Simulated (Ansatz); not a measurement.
# Bi3H5: the cost of one run

Computed with Ansatz 0.2.0 (DFT PBE, scalar-relativistic, plane waves, PAW, unless a step's input says otherwise).

## 1. The structure to begin with

It takes space group P4/mmm (No. 123, tetragonal). Conventional cell: a = 5.059 Å, b = 5.059 Å, c = 4.939 Å, α = 90.00°, β = 90.00°, γ = 90.00°. Bi (site symmetry mmm) is surrounded by 2 Bi at 2.53 Å and 4 H at 2.54 Å. Bi (site symmetry 4/mmm) is surrounded by 2 H at 2.47 Å and 4 Bi at 2.53 Å. H (site symmetry m2m) is surrounded by 1 H at 1.18 Å. H (site symmetry 4/mmm) has 4 H at 1.94 Å and 2 Bi at 2.47 Å in its first shell of neighbours.

As a file:

```
Bi H
1.0
     5.05868    0.00000    0.00000
     0.00000    5.05868    0.00000
     0.00000    0.00000    4.93925
Bi H
3 5
Cartesian
  2.5293 0.0000 2.4696
  0.0000 2.5293 2.4696
  0.0000 0.0000 2.4696
  1.9408 0.0000 0.0000
  3.1179 0.0000 0.0000
  0.0000 3.1179 0.0000
  0.0000 1.9408 0.0000
  0.0000 0.0000 0.0000
```

The cell is invented: random cell by space group and Wyckoff sites (P4/mmm, No. 123). The dimensions are guesses.

## 2. The guess as it stands, on a coarse mesh

File input.yaml:

```yaml
crystal:
  lattice:
    - [5.05868248, 0.0, 0.0]
    - [0.0, 5.05868248, 0.0]
    - [0.0, 0.0, 4.939251]
  atoms:
    - { symbol: Bi, position: [0.5, 0.0, 0.5] }
    - { symbol: Bi, position: [0.0, 0.5, 0.5] }
    - { symbol: Bi, position: [0.0, 0.0, 0.5] }
    - { symbol: H, position: [0.3836585, 0.0, 0.0] }
    - { symbol: H, position: [0.6163415, 0.0, 0.0] }
    - { symbol: H, position: [0.0, 0.6163415, 0.0] }
    - { symbol: H, position: [0.0, 0.3836585, 0.0] }
    - { symbol: H, position: [0.0, 0.0, 0.0] }
basis:
  ecutwfc: 420
kpoints:
  mp_grid: { grid: [4, 4, 4] }
hamiltonian:
  xc: pbe
scf:
  occupations: { method: gaussian, width: 0.1 }
  lower_state_search: "off"
output:
  forces: true
  stress: true
  eigenvalues: true
```

Started as:

```sh
ansatz run input.yaml --threads 1 --pin off --max-ram 2560MiB --backend cpu --events-out ev --progress --plain --runs-dir out
```

Q: Estimate wall time and peak memory on 1 thread of Intel Xeon at 2.60GHz (Ice Lake), shared host.

About 3.4 s, with a peak of 0.44 GiB.
